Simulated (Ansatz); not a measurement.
# One shape, several levels: GeO (SMILES [O]=[Ge])

We compute a comparison of 6 runs (HF/STO-3G, BLYP/STO-3G, PBE/STO-3G, PBE0/STO-3G, SVWN5/STO-3G, UMP2/STO-3G) of GeO. 

Program for the calculation: Ansatz 0.2.0.

28 further runs of the same task are left out: 24 that didn't finish, 4 set aside as unsound or not needed.

## 1. The molecule

GeO has 2 atoms, charge 0, and is taken as a singlet. As SMILES, `[O]=[Ge]`. The Ge2–O1 distance was set to 3.245 Å, away from the relaxed value.

## 2. The energy at HF/STO-3G (run 1)

job.yaml

```yaml
crystal:
  periodic: [false, false, false]
  atoms:
    - symbol: O
      position_ang: [-0.000000, -0.000000, -1.645570]
    - symbol: Ge
      position_ang: [0.000000, 0.000000, 1.599530]
basis:
  gaussian: {orbitals: STO-3G}
hamiltonian: {xc: hf}
accuracy: high
```

The run is started by

```console
ansatz run job.yaml --threads 1 --pin off --max-ram 3480MiB --events-out events.jsonl --progress --plain --runs-dir runs
```

Output:

```text
Warning: RAYON_NUM_THREADS=1 ignored (pool sized by the plan → 1); use --threads N
Functional definition: HF
  name "HF"
  exchange = exact_x
  correlation = 0
263 factors; integrals over basis functions are off by at most 1.2e-8 eV
mean field evaluation 1: about -57795.8718 eV, gradient 1.7e1 eV
mean field evaluation 2: about -57795.8850 eV, gradient 1.7e1 eV
mean field evaluation 4: about -57795.1101 eV, gradient 1.5e1 eV
mean field evaluation 8: about -57829.4672 eV, gradient 8.1e0 eV
mean field evaluation 16: about -57830.4100 eV, gradient 2.5e-8 eV
mean field evaluation 32: about -57830.2462 eV, gradient 2.6e0 eV
mean field evaluation 64: about -57830.0953 eV, gradient 6.6e-1 eV
mean field -57830.40999642 eV, -2125.2283685086 hartree, gradient 2.5e-8 eV, S^2 0.000000; 3 other end points of the search recorded, 0 dependent functions left out
reference -57830.40999642 eV, -2125.2283685086 hartree; 20, 20 occupied and 3, 3 virtual orbitals, 263 factors
Total energy: -57830.40999642 eV, -2125.2283685086 hartree
```

Wall time 0.18 s (1 thread of Arm Neoverse V2, shared host).

## 3. The energy at BLYP/STO-3G (run 2)

Changes to job.yaml since step 2:

```diff
@@ -8,4 +8,6 @@
 basis:
-  gaussian: {orbitals: STO-3G}
-hamiltonian: {xc: hf}
+  gaussian:
+    orbitals: STO-3G
+hamiltonian:
+  xc: {name: BLYP}
 accuracy: high
```

The run is started by

```console
ansatz run job.yaml --threads 1 --pin off --max-ram 3480MiB --events-out events.jsonl --progress --plain --runs-dir runs
```

Output, cut to the lines that bear on the results:

```text
Warning: RAYON_NUM_THREADS=1 ignored (pool sized by the plan → 1); use --threads N
Functional definition: BLYP
  name "BLYP"
[...]
263 factors; integrals over basis functions are off by at most 1.2e-8 eV
[...]
mean field -57870.90696059 eV, -2126.7166044919 hartree, gradient 1.3e-8 eV, S^2 0.000000; 13 other end points of the search recorded, 0 dependent functions left out
reference -57870.90699394 eV, -2126.7166057176 hartree; 20, 20 occupied and 3, 3 virtual orbitals, 263 factors
Total energy: -57870.90699394 eV, -2126.7166057176 hartree
```

Run time: 11 s. Hardware: 1 thread of Arm Neoverse V2, shared host.

Runs 3 to 5 aren't shown in full; the table further down has their settings and results.

## 4. A single-point energy at UMP2/STO-3G (run 6)

input.yaml

```yaml
basis:
  gaussian:
    orbitals: STO-3G
crystal:
  periodic: [false, false, false]
  atoms:
    - {symbol: O, position_ang: [-0.000000, -0.000000, -1.645570]}
    - {symbol: Ge, position_ang: [0.000000, 0.000000, 1.599530]}
magnetization:
  spin_polarized: true
accuracy: high
correlation:
  method: mp2
  frozen_orbitals: {Ge: 9, O: 1}
```

The run is started by

```console
ansatz run input.yaml --threads 1 --pin off --max-ram 3480MiB --events-out events.jsonl --progress --plain --runs-dir runs
```

Output, cut to the lines that bear on the results:

```text
Warning: RAYON_NUM_THREADS=1 ignored (pool sized by the plan → 1); use --threads N
Functional definition: HF
  name "HF"
[...]
263 factors; integrals over basis functions are off by at most 1.2e-8 eV
[...]
mean field -57836.24034231 eV, -2125.4426297683 hartree, gradient 2.6e-8 eV, S^2 1.999932; 22 other end points of the search recorded, 0 dependent functions left out
10 core orbitals not correlated: weight in the atoms' cores, before any rotation towards them, 1.000 or more for the frozen orbitals, at most 0.000 for the correlated occupied ones
reference -57836.24034231 eV, -2125.4426297683 hartree; 10, 10 occupied and 3, 3 virtual orbitals, 263 factors
second order -0.20532927 eV of doubles, -0.00000000 eV of singles
Total energy: -57836.44567159 eV, -2125.4501754799 hartree
```

Run time: 1.2 s. Hardware: 1 thread of Arm Neoverse V2, shared host.

## 5. Overview of the runs

| run | level | frozen core orbitals | energy (Eh) | wall time |
| --- | --- | --- | --- | --- |
| 1 | HF/STO-3G | – | -2125.228369 | 0.18 s |
| 2 | BLYP/STO-3G | – | -2126.716606 | 11 s |
| 3 | PBE/STO-3G | – | -2126.365738 | 13 s |
| 4 | PBE0/STO-3G | – | -2126.467978 | 3 s |
| 5 | SVWN5/STO-3G | – | -2122.900112 | 6.3 s |
| 6 | UMP2/STO-3G | 10 | -2125.450175 | 1.2 s |

## 6. What came out

```
                                           quantity           value
                                run 6: total energy  -2125.45018 Eh
run 6: correlation energy (10 core orbitals frozen)        -7.5 mEh
           run 6: ⟨S²⟩ of the reference determinant           2.000
```

What this shows: Totals of different functionals can't be ranked against each other. In runs 1, 2, 3, 4, 5, 6 the basis is minimal, so the values are rough. In runs 1, 2, 3, 4, 5 a closed-shell determinant meets a far-stretched bond, which it describes badly. Spin contamination of the reference: run 6 ⟨S²⟩ = 2.00. Where it is this large, the reference is a mixture of spin states, and values that rest on it are in doubt. All runs together took 34 s, the longest 13 s.
